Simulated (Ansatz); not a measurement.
# K2BrF: the band gap up the ladder of functionals

The task here is to estimate one member of a computed series from the others.

Code: Ansatz 0.2.0. PAW datasets, plane waves. These are computed values for a spin-unpolarised cell that may be hypothetical; none is a measurement.

## The structure to begin with

The cell was relaxed beforehand with r2SCAN.

It is trigonal, R-3m (No. 166); a = 4.178 Å, c = 20.905 Å in the conventional setting, 26.34 Å³ an atom. Around F lie 6 K at 2.78 Å; around Br lie 6 K at 3.20 Å; around K lie 3 F at 2.78 Å and 3 Br at 3.20 Å.

As a file:

```cif
data_structure
_symmetry_space_group_name_H-M 'R-3m:H'
_symmetry_Int_Tables_number 166
_cell_length_a 4.1782
_cell_length_b 4.1782
_cell_length_c 20.9049
_cell_angle_alpha 90.000
_cell_angle_beta 90.000
_cell_angle_gamma 120.000
_cell_volume 316.04
loop_
_atom_site_label
_atom_site_type_symbol
_atom_site_symmetry_multiplicity
_atom_site_Wyckoff_symbol
_atom_site_fract_x
_atom_site_fract_y
_atom_site_fract_z
_atom_site_occupancy
F1 F 3 a 0.00000 0.00000 0.00000 1
Br1 Br 3 b 0.66667 0.33333 0.83333 1
K1 K 6 c 0.33333 0.66667 0.93381 1
```

Set-up of the first run:

The input, input.yaml:

```yaml
crystal:
  lattice:
    - [2.0890765175, 1.2061288897, 6.9682933658]
    - [-2.0890765175, 1.2061288897, 6.9682933658]
    - [0.0, -2.4122577794, 6.9682933658]
  atoms:
    - { symbol: F, position: [1.0, 0.0, 0.0] }
    - { symbol: Br, position: [0.5, 0.5, 0.5] }
    - { symbol: K, position: [0.2671398782, 0.2671398782, 0.2671398782] }
    - { symbol: K, position: [0.7328601218, 0.7328601218, 0.7328601218] }
kpoints:
  mp_grid: { grid: [8, 8, 8] }
  band_path:
    path:
      - [[0.0, 0.0, 0.0], [0.5, 0.5, 0.5], [0.8133603321153, 0.1866396678847, 0.5]]
      - [[0.5, -0.1866396678847, 0.1866396678847], [0.5, 3.851187740841e-17, 3.172380947701e-18], [0.0, 0.0, 0.0], [0.3433198339423, -0.3433198339423, 3.412645417314e-17]]
      - [[0.6566801660577, 7.702375481681e-17, 0.3433198339423], [0.5, 6.344761895402e-18, 0.5], [0.0, 0.0, 0.0]]
    npoints: 10
hamiltonian:
  xc: pbe
scf:
  occupations: { method: fermi_dirac, width: 0.02 }
  n_extra_bands: 5
output:
  forces: true
  stress: true
  eigenvalues: true
```

Started as:

```console
$ ansatz run input.yaml --threads 2 --pin off --max-ram 2211MiB --backend cpu --events-out ev --progress --plain --runs-dir out
```

Steps of the session up to this table: Band structure with PBE; r2SCAN; HSE06; PBE+SOC; G0W0 on PBE; PBE0 at the same geometry.

One of the session's tables, all rows but one given; the rest of the session is left out.

| level | gap (eV) |
| --- | --- |
| PBE | 4.14 |
| r2SCAN | 4.72 |
| HSE06 | 5.36 |
| PBE+SOC | 3.97 |
| G0W0@PBE (314 empty bands) | 6.80 |
| PBE0 | ? |

Q: Estimate the row for PBE0 from the others.

As computed: gap (eV): 6.09. In the column «gap (eV)» it lies between HSE06 (5.36) and G0W0@PBE (314 empty bands) (6.80).

Meshes: PBE 8×8×8, r2SCAN 8×8×8, HSE06 6×6×6, PBE+SOC 8×8×8, PBE0 6×6×6

PBE+SOC gives the least gap, 3.97 eV, and G0W0@PBE (314 empty bands) the largest, 6.80 eV. Against G0W0@PBE, PBE is short by 2.66 eV, at 61 % of it, and r2SCAN 69 %. PBE0 lies 0.73 eV above HSE06, which differs from it by screening the long-range exchange. G0W0 values are finite-basis, finite-mesh values.

To keep in mind: Warnings in the runs' records: stress scf threshold loose, stress exchange threshold loose.
